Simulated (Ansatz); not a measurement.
# AsF2H4NSi: two geometries relaxed

Aim: relax the geometries before and after the inversion of the pyramid at N1, and see whether they are two minima and how far apart in energy. SMILES of the start: N[Si](F)(F)[AsH2].

All numbers below are computed with Ansatz 0.2.0 (RKS PBE0/def2-SVP).

**1. The structure to begin with**

Bond lengths: N1–Si2 1.825 Å, Si2–F3 1.707 Å, Si2–F4 1.690 Å, Si2–As5 2.305 Å, N1–H6 0.981 Å, N1–H7 1.037 Å, As5–H8 1.598 Å, As5–H9 1.593 Å. Angles: N1–Si2–F3 111.6°, N1–Si2–F4 105.3°, N1–Si2–As5 110.1°, F3–Si2–F4 109.8°, F3–Si2–As5 108.7°, F4–Si2–As5 111.4°, Si2–N1–H6 107.6°, Si2–N1–H7 107.0°, H6–N1–H7 112.0°, Si2–As5–H8 91.0°, Si2–As5–H9 93.3°, H8–As5–H9 90.4°.

Structure file:

```xyz
9

N     1.3607    0.4647    0.0097
Si   -0.1975   -0.0998   -0.7543
F    -0.7301    0.9801   -1.9643
F     0.1629   -1.6003   -1.4439
As   -1.8439   -0.2864    0.8483
H     1.6090   -0.1905    0.6966
H     2.0669    0.5211   -0.7471
H    -1.4693    1.1496    1.4405
H    -0.8701   -0.9848    1.8974
```

**2. End point A**

input.yaml

```yaml
crystal:
  periodic: [false, false, false]
  atoms:
    - { symbol: "N", position_ang: [1.3607, 0.4647, 0.0097] }
    - { symbol: Si, position_ang: [-0.1975, -0.0998, -0.7543] }
    - { symbol: F, position_ang: [-0.7301, 0.9801, -1.9643] }
    - { symbol: F, position_ang: [0.1629, -1.6003, -1.4439] }
    - { symbol: As, position_ang: [-1.8439, -0.2864, 0.8483] }
    - { symbol: H, position_ang: [1.609, -0.1905, 0.6966] }
    - { symbol: H, position_ang: [2.0669, 0.5211, -0.7471] }
    - { symbol: H, position_ang: [-1.4693, 1.1496, 1.4405] }
    - { symbol: H, position_ang: [-0.8701, -0.9848, 1.8974] }
basis:
  gaussian: { orbitals: def2-SVP }
hamiltonian:
  xc: pbe0
relax:
  f_tol: 0.015
  max_steps: 40
```

Run with:

```
$ ansatz run input.yaml --threads 2 --pin off --max-ram 3072MiB --backend cpu --events-out ev --progress --plain --runs-dir out
```

What it wrote, shortened:

```text
Warning: RAYON_NUM_THREADS=2 ignored (pool sized by the plan → 2); use --threads N
[...]
Functional definition: PBE0
[...]
1151 factors; integrals over basis functions are off by at most 3.3e-4 eV
[...]
mean field -75678.59669914 eV, -2781.1371318982 hartree, gradient 5.4e-5 eV, S^2 0.000000; 0 other end points of the search recorded, 0 dependent functions left out
[...]
reference -75678.59672203 eV, -2781.1371327394 hartree; 38, 38 occupied and 74, 74 virtual orbitals, 1151 factors
relax step   1: F+E_penalty+E_count = -75678.59669914 eV  Δ(F+E_penalty+E_count) = +0.000e0 eV  max|allowed force component| = 3.387e0 eV/Å  Δτ_max = 0.0000 Å  (25 SCF iters, accepted)
[...]
relax step   4: F+E_penalty+E_count = -75679.21269956 eV  Δ(F+E_penalty+E_count) = -9.084e-2 eV  max|allowed force component| = 1.294e0 eV/Å  Δτ_max = 0.2000 Å  (28 SCF iters, accepted)
[...]
relax step   7: F+E_penalty+E_count = -75679.26678136 eV  Δ(F+E_penalty+E_count) = -4.800e-3 eV  max|allowed force component| = 1.297e-1 eV/Å  Δτ_max = 0.1112 Å  (27 SCF iters, accepted)
[...]
relax step  10: F+E_penalty+E_count = -75679.27237670 eV  Δ(F+E_penalty+E_count) = -8.520e-4 eV  max|allowed force component| = 6.902e-2 eV/Å  Δτ_max = 0.0400 Å  (27 SCF iters, accepted)
[...]
relax step  11: F+E_penalty+E_count = -75679.27295612 eV  Δ(F+E_penalty+E_count) = -5.794e-4 eV  max|allowed force component| = 9.133e-3 eV/Å  Δτ_max = 0.0242 Å  (28 SCF iters, accepted)
[...]
relax step  12: F+E_penalty+E_count = -75679.27298152 eV  Δ(F+E_penalty+E_count) = -2.540e-5 eV  max|allowed force component| = 1.293e-2 eV/Å  Δτ_max = 0.0159 Å  (22 SCF iters, accepted)
1151 factors; integrals over basis functions are off by at most 5.2e-4 eV
[...]
mean field -75679.27298152 eV, -2781.1619848171 hartree, gradient 2.0e-5 eV, S^2 0.000000; 1 other end points of the search recorded, 0 dependent functions left out
[...]
reference -75679.27300451 eV, -2781.1619856622 hartree; 38, 38 occupied and 74, 74 virtual orbitals, 1151 factors
Total energy: -75679.27300451 eV, -2781.1619856622 hartree
Atom 0 at     1.352822     0.392128    -0.136161 Å, force     0.007321     0.006799    -0.012545 eV/Å
Atom 1 at    -0.147741    -0.141460    -0.723339 Å, force     0.002339    -0.012926     0.001985 eV/Å
Atom 2 at    -0.531283     0.823059    -1.964000 Å, force     0.001061    -0.005763     0.005786 eV/Å
Atom 3 at    -0.105266    -1.623828    -1.383194 Å, force    -0.003579     0.008608    -0.000510 eV/Å
Atom 4 at    -1.876189    -0.190295     0.859117 Å, force    -0.004215     0.001972    -0.002565 eV/Å
Atom 5 at     1.687047     0.142897     0.785891 Å, force     0.000151     0.000346     0.002591 eV/Å
Atom 6 at     2.103999     0.656830    -0.764633 Å, force    -0.003850    -0.001818     0.006011 eV/Å
Atom 7 at    -1.321413     1.039371     1.569702 Å, force    -0.000716    -0.007001     0.005109 eV/Å
Atom 8 at    -1.073377    -1.145001     1.739517 Å, force     0.001489     0.009784    -0.005863 eV/Å
Dipole moment:     0.439417     0.107469     0.466633 e Å
```

Wall time 33 s (2 threads of Intel Xeon Platinum 8488C (Sapphire Rapids), shared host); peak memory 0.29 GiB.

The steps of the relaxation:

```
step  energy from step 1 (eV)  largest force component (eV/Å)
   1                   0.0000                          3.3869
   2                  -0.3509                          1.8782
   3                  -0.5252                          1.3181
   4                  -0.6160                          1.2940
   5                  -0.6577                          0.4931
   6                  -0.6653                          0.2455
   7                  -0.6701                          0.1297
   8                  -0.6748                          0.0792
  9x                  -0.6738                          0.1743
  10                  -0.6757                          0.0690
  11                  -0.6763                          0.0091
  12                  -0.6763                          0.0129
```

Step 1 is the start. 1 step was tried and not accepted (marked x).

After: Bond lengths: N1–Si2 1.697 Å, Si2–F3 1.618 Å, Si2–F4 1.623 Å, Si2–As5 2.344 Å, N1–H6 1.012 Å, N1–H7 1.015 Å, As5–H8 1.525 Å, As5–H9 1.527 Å. Angles: N1–Si2–F3 106.7°, N1–Si2–F4 113.9°, N1–Si2–As5 115.1°, F3–Si2–F4 103.8°, F3–Si2–As5 110.8°, F4–Si2–As5 105.9°, Si2–N1–H6 122.0°, Si2–N1–H7 121.5°, H6–N1–H7 112.6°, Si2–As5–H8 91.7°, Si2–As5–H9 90.8°, H8–As5–H9 92.5°.

**3. Relaxing end B**

The second end starts from a geometry with the move made by hand.

Changes to input.yaml since step 2:

```diff
@@ -8,4 +8,4 @@
     - { symbol: As, position_ang: [-1.8439, -0.2864, 0.8483] }
-    - { symbol: H, position_ang: [1.609, -0.1905, 0.6966] }
-    - { symbol: H, position_ang: [2.0669, 0.5211, -0.7471] }
+    - { symbol: H, position_ang: [1.21937, 0.50146, 0.97998] }
+    - { symbol: H, position_ang: [1.573, 1.39824, -0.38788] }
     - { symbol: H, position_ang: [-1.4693, 1.1496, 1.4405] }
```

Run with:

```
$ ansatz run input.yaml --threads 2 --pin off --max-ram 3072MiB --backend cpu --events-out ev --progress --plain --runs-dir out
```

What it wrote, shortened:

```text
Warning: RAYON_NUM_THREADS=2 ignored (pool sized by the plan → 2); use --threads N
[...]
Functional definition: PBE0
[...]
1152 factors; integrals over basis functions are off by at most 5.8e-4 eV
[...]
mean field -75678.54530920 eV, -2781.1352433527 hartree, gradient 4.5e-5 eV, S^2 0.000000; 0 other end points of the search recorded, 0 dependent functions left out
[...]
reference -75678.54533204 eV, -2781.1352441920 hartree; 38, 38 occupied and 74, 74 virtual orbitals, 1152 factors
relax step   1: F+E_penalty+E_count = -75678.54530920 eV  Δ(F+E_penalty+E_count) = +0.000e0 eV  max|allowed force component| = 3.684e0 eV/Å  Δτ_max = 0.0000 Å  (26 SCF iters, accepted)
[...]
relax step   4: F+E_penalty+E_count = -75679.19780074 eV  Δ(F+E_penalty+E_count) = -7.700e-2 eV  max|allowed force component| = 1.204e0 eV/Å  Δτ_max = 0.1875 Å  (27 SCF iters, accepted)
[...]
Total energy: -75679.27304743 eV, -2781.1619872393 hartree
Atom 0 at     1.174207     0.784808    -0.015196 Å, force     0.001314    -0.000423     0.000626 eV/Å
Atom 1 at    -0.186884    -0.000505    -0.656720 Å, force     0.001684    -0.008054    -0.005689 eV/Å
Atom 2 at    -0.670622     0.866174    -1.933789 Å, force     0.001785     0.004920    -0.001255 eV/Å
Atom 3 at     0.132747    -1.462646    -1.284742 Å, force     0.000668     0.004447     0.004961 eV/Å
Atom 4 at    -1.953669    -0.317732     0.849691 Å, force    -0.002191    -0.000153     0.008841 eV/Å
Atom 5 at     1.487554     0.622228     0.933277 Å, force     0.001688     0.001414    -0.004517 eV/Å
Atom 6 at     1.908705     1.150615    -0.611607 Å, force    -0.001768    -0.000171     0.001939 eV/Å
Atom 7 at    -1.644834     0.993410     1.564187 Å, force    -0.000469    -0.002370    -0.002788 eV/Å
Atom 8 at    -1.042133    -1.113553     1.780398 Å, force    -0.002711     0.000391    -0.002118 eV/Å
Dipole moment:     0.392829     0.187149     0.486672 e Å
```

It took 38 s on 2 threads of Intel Xeon Platinum 8488C (Sapphire Rapids), shared host; peak memory 0.29 GiB.

The steps of the relaxation:

```
step  energy from step 1 (eV)  largest force component (eV/Å)
   1                   0.0000                          3.6843
   2                  -0.4291                          1.8217
   3                  -0.5755                          1.2701
   4                  -0.6525                          1.2037
   5                  -0.6862                          0.7924
   6                  -0.7225                          0.2302
   7                  -0.7263                          0.0325
   8                  -0.7271                          0.0184
  9x                  -0.7251                          0.1192
  10                  -0.7276                          0.0072
  11                  -0.7277                          0.0195
 12x                  -0.7277                          0.0197
  13                  -0.7277                          0.0088
```

Step 1 is the start. 2 steps were tried and not accepted (marked x).

After: Bond lengths: N1–Si2 1.697 Å, Si2–F3 1.617 Å, Si2–F4 1.623 Å, Si2–As5 2.343 Å, N1–H6 1.012 Å, N1–H7 1.014 Å, As5–H8 1.525 Å, As5–H9 1.527 Å. Angles: N1–Si2–F3 106.9°, N1–Si2–F4 113.9°, N1–Si2–As5 115.1°, F3–Si2–F4 103.7°, F3–Si2–As5 110.8°, F4–Si2–As5 106.0°, Si2–N1–H6 121.9°, Si2–N1–H7 121.7°, H6–N1–H7 112.6°, Si2–As5–H8 91.8°, Si2–As5–H9 90.7°, H8–As5–H9 92.4°.

**4. Results**

| quantity | value |
| --- | --- |
| end A | 10 moves, 0.676 eV lower |
| end B | 10 moves, 0.728 eV lower |
| largest difference between the ends | 0.02 Å |
| end B relative to end A | -0.000 eV |

Both starts fell into the same minimum (no atom differs by more than 0.02 Å), so from this start no second minimum was found and no band was run; another arrangement could still be one.
